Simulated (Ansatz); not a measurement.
**GaF: equation of state with PBE**

Crystal: GaF.

```
Ga F
1.0
     3.16592    0.00000    0.00000
     0.00000    3.16592    0.00000
     0.00000    0.00000    3.16592
Ga F
1 1
Direct
  0.00000 0.00000 0.00000
  0.50000 0.50000 0.50000
```

The cell was built by a generator and needn't be a form met in nature.

```json
{"Program": "Ansatz 0.2.0", "Task": "equation of state", "Functional": "PBE", "Potentials or basis": "all-electron LAPW, scalar-relativistic", "Basis error allowed": "0.0005 eV/atom", "k mesh": "8 × 8 × 8", "Occupations": "fermi-dirac, width 0.05 eV", "Spin": "no spin polarisation"}
```

```json
{
  "Equilibrium volume": "15.88 Å³/atom",
  "Bulk modulus": "44 GPa",
  "Pressure derivative of the bulk modulus": "3.9"
}
```

Energy against volume, from the lowest point:
| volume (Å³/atom) | energy (meV/atom) |
| --- | --- |
| 14.914 | 8.96 |
| 15.231 | 3.91 |
| 15.549 | 1.00 |
| 15.866 | 0.00 |
| 16.183 | 0.77 |
| 16.501 | 3.13 |
| 16.818 | 6.91 |

All runs of the series together: 65 s on 1 thread of AMD EPYC (Zen 3) (shared host).
